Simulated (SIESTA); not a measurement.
In3Se under changes of volume

One of the cells (28.267 Å³/atom); the others are scaled copies at fixed shape and fractional positions:

```
In Se
1.0
     4.83557    0.00000    0.00000
     0.00000    4.83557    0.00000
     0.00000    0.00000    4.83557
In Se
3 1
Direct
  0.50000 0.50000 0.00000
  0.50000 0.00000 0.50000
  0.00000 0.50000 0.50000
  0.00000 0.00000 0.00000
```

The cell comes from a database or a generator and needn't be the stable form of this composition.

| Item | Value |
| --- | --- |
| Program | SIESTA 5.4.2 |
| Functional | PBE |
| Potentials or basis | PseudoDojo 0.4 standard (PBE files) |
| Basis | DZP (energy shift 0.003 Ry; two zetas on semicore shells) |
| Grid cutoff | 500 Ry |
| Energy shift | 0.003 Ry |
| k mesh | 6 × 6 × 6 |
| Occupations | fermi-dirac, width 0.05 eV |
| Spin | no spin polarisation |

| volume (Å³/atom) | energy over the lowest point (meV/atom) | pressure (GPa) |
| --- | --- | --- |
| 26.050 | ? | ? |
| 26.604 | 6.22 | 2.0 |
| 27.159 | 1.70 | 1.0 |
| 28.267 | 0.00 | -0.5 |
| 28.822 | 2.70 | -1.1 |
| 29.376 | 7.56 | -1.7 |

Question: What does the run at 26.050 Å³/atom give?

Answer: Energy over the lowest point 14.56 meV/atom; pressure 3.0 GPa.

Worked out: A Birch-Murnaghan fit of order 3 (a polynomial in V^(-2/3)) to the other rows has its minimum at 27.90 Å³/atom with B0 = V·E''(V) = 34 GPa (rough, since the energies scatter). It gives 13.30 meV/atom at 26.050 Å³/atom, against the run's 14.56, and -dE/dV = 2.4 GPa, against 3.0.

Energies are extrapolated to zero smearing.

Caveats: the basis of atomic orbitals isn't converged, which shifts pressures, moduli and gaps.
